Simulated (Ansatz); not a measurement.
**GeH4O2 + H2O: a complex and its separated parts**

Aim: how far the complex at one end of a reaction step lies below its separated, relaxed parts, level by level.

Computed with Ansatz 0.2.0, Gaussian basis. Level: PBE0-D4/def2-TZVP structures, single points in def2-TZVPP, no counterpoise correction.

Levels: SPW92, PBE-D4, BLYP-D4, r2SCAN-D4, B97M-V, PBE0-D4, B3LYP-D4, r2SCAN0-D4, BHLYP-D4, CAM-B3LYP-D4, wB97X-V, wB97M-V, B2PLYP, PBE-QIDH, RPA on PBE, Hartree-Fock, MP2, CCSD, CCSD(T).

Cores are frozen in the correlated methods. Filled d shells of the heavier atoms are correlated. B3LYP uses VWN-RPA correlation. B2PLYP carries no dispersion term here.

94 further runs of the same task are left out: 94 set aside as unsound or not needed.

## 1. The system as given

The complex: 10 atoms, charge 0, spin multiplicity 1.

Atoms are counted from 1 here; the program's logs count them from 0.

Bond lengths: Ge1–H3 1.530 Å, Ge1–H4 1.530 Å, Ge1–H5 1.536 Å, Ge1–O7 1.824 Å, O2–H6 0.967 Å, O2–H9 0.959 Å, O7–O8 1.438 Å, O8–H10 0.965 Å. Angles: H3–Ge1–H4 113.9°, H3–Ge1–H5 111.8°, H3–Ge1–O7 108.3°, H4–Ge1–H5 112.9°, H4–Ge1–O7 102.6°, H5–Ge1–O7 106.5°, H6–O2–H9 105.0°, Ge1–O7–O8 105.1°, O7–O8–H10 100.8°.

Coordinates:

```mol
GeH6O3
  3D, bonds by distance, orders not assigned

 10  8  0  0  0  0  0  0  0  0999 V2000
   -1.0635   -0.4814   -0.6883 Ge  0  0
    2.1229   -0.9535    0.4738 O   0  0
   -0.1269   -0.1747   -1.8582 H   0  0
   -1.0781   -1.9541   -0.2744 H   0  0
   -2.4707    0.0897   -0.9197 H   0  0
    1.4146   -0.3964    0.8256 H   0  0
   -0.4072    0.3432    0.8004 O   0  0
   -0.2877    1.7300    0.4399 O   0  0
    2.7599   -0.3402    0.1025 H   0  0
   -0.8634    2.1377    1.0986 H   0  0
  1  3  8  0
  1  4  8  0
  1  5  8  0
  1  7  8  0
  2  6  8  0
  2  9  8  0
  7  8  8  0
  8 10  8  0
M  END
```

Its parts: GeH4O2 holds atoms 1, 3, 4, 5, 7, 8, 10; H2O holds atoms 2, 6, 9. Each part counts its atoms afresh in its own runs.

## 2. Relaxing GeH4O2 alone

relax-a/in.yaml

```yaml
crystal:
  periodic: [false, false, false]
  atoms:
    - {symbol: Ge, position_ang: [-1.063519, -0.481427, -0.688295]}
    - {symbol: H, position_ang: [-0.126857, -0.174681, -1.858153]}
    - {symbol: H, position_ang: [-1.078104, -1.954128, -0.274418]}
    - {symbol: H, position_ang: [-2.470740, 0.089653, -0.919674]}
    - {symbol: O, position_ang: [-0.407245, 0.343188, 0.800364]}
    - {symbol: O, position_ang: [-0.287713, 1.729984, 0.439891]}
    - {symbol: H, position_ang: [-0.863351, 2.137685, 1.098590]}
basis:
  gaussian: {orbitals: def2-TZVP}
hamiltonian: {xc: pbe0, dispersion: d4}
relax: {f_tol: 0.005, max_steps: 200}
```

Launch:

```sh
ansatz run in.yaml --threads 4 --pin off --events-out ev --progress --plain --max-ram 9574MiB
```

After this run come: Relaxing H2O alone; SPW92/def2-TZVPP; PBE-D4/def2-TZVPP; BLYP-D4/def2-TZVPP; r2SCAN-D4/def2-TZVPP; B97M-V/def2-TZVPP; PBE0-D4/def2-TZVPP; B3LYP-D4/def2-TZVPP; r2SCAN0-D4/def2-TZVPP; BHLYP-D4/def2-TZVPP; CAM-B3LYP-D4/def2-TZVPP; wB97X-V/def2-TZVPP; wB97M-V/def2-TZVPP; B2PLYP/def2-TZVPP; PBE-QIDH/def2-TZVPP; RPA on PBE/def2-TZVPP; CCSD(T)/def2-TZVPP; Vibrations of GeH4O2; Vibrations of H2O.

Q: Predict the outcome of this session. Wanted: complex less parts, CCSD(T)/def2-TZVPP; with zero-point energy; largest T1 diagnostic.

As calculated:

| quantity | value |
| --- | --- |
| complex less parts, CCSD(T)/def2-TZVPP | -23.7 kJ/mol |
| with zero-point energy | -16.6 kJ/mol |
| largest T1 diagnostic | 0.013 |

At CCSD(T) the complex lies 23.7 kJ/mol below its parts. The functionals run from B97M-V, off by 0.0 kJ/mol, to SPW92, off by -13.1 kJ/mol, against CCSD(T). By rung, the mean size of the error is: LDA 13.1, GGA 2.2, meta-GGA 0.7, hybrid 1.1, range-separated hybrid 1.6, double hybrid 2.0 kJ/mol. PBE-D4 gives a relative energy 2.6 kJ/mol too low, inside chemical accuracy (1 kcal/mol, 4.2 kJ/mol). No counterpoise was applied, and triple zeta lacks some correlation, so the CCSD(T) reference has a basis error of its own, and close matches with it are partly luck.
